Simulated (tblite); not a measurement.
# C4H13B2NS: the cost of one run

The runs use tblite 0.8.0 and PySCF 2.14.0, with density-fitted response routines of our own; the level of theory stands in each step. All values are computed, except where a source is named. Atoms are numbered from 0 throughout.

### 1 The starting structure

21 atoms, charge 0, multiplicity 1; geometry from: force field or distance geometry start.

Bonds of the start (Å): C0–B1 1.58, B1–C2 1.59, C2–S3 1.81, S3–C4 1.81, C2–B5 1.61, B5–C6 1.59, B5–N7 1.52, C0–H8 1.11, C0–H9 1.11, C0–H10 1.12, B1–H11 1.19, C2–H12 1.10, C4–H13 1.11, C4–H14 1.12, C4–H15 1.10, C6–H16 1.11, C6–H17 1.11, C6–H18 1.11, N7–H19 1.04, N7–H20 1.05.

### 2 Optimising the geometry with GFN2-xTB

The job: settings as JSON, then the geometry in Å.

```
{"job": {"kind": "relax", "xc": "GFN2-xTB", "basis": "xTB"}, "charge": 0, "multiplicity": 1}
C      0.898400     2.414600     0.180000
B      0.356300     1.092500     0.859500
C      0.173100    -0.246500     0.016700
S      1.137600    -1.601600     0.726600
C      2.732100    -1.116400     0.010700
B     -1.383800    -0.646400     0.007600
C     -2.184800    -0.677800    -1.365500
N     -2.073600    -0.992400     1.321900
H      1.900000     2.234100    -0.251700
H      0.951100     3.226300     0.940500
H      0.186300     2.719300    -0.625800
H      0.099500     1.087800     2.024900
H      0.475200    -0.059300    -1.025700
H      3.516800    -1.840500     0.312200
H      3.020800    -0.096100     0.360400
H      2.661400    -1.118000    -1.092000
H     -2.165800     0.329600    -1.823400
H     -1.715000    -1.418400    -2.049100
H     -3.239000    -0.975700    -1.171800
H     -2.884200    -0.343400     1.426900
H     -2.471200    -1.954700     1.216700
```

Started as:

```console
OMP_NUM_THREADS=1 python probes_run.py task.json out
```

One launch serves the whole session: the jobs run in the order shown.

**Question.** How long does this first job take on 1 thread of Arm Neoverse V2, shared host, and how much memory does it need?

About 1.3 s, with a peak of 0.18 GiB.
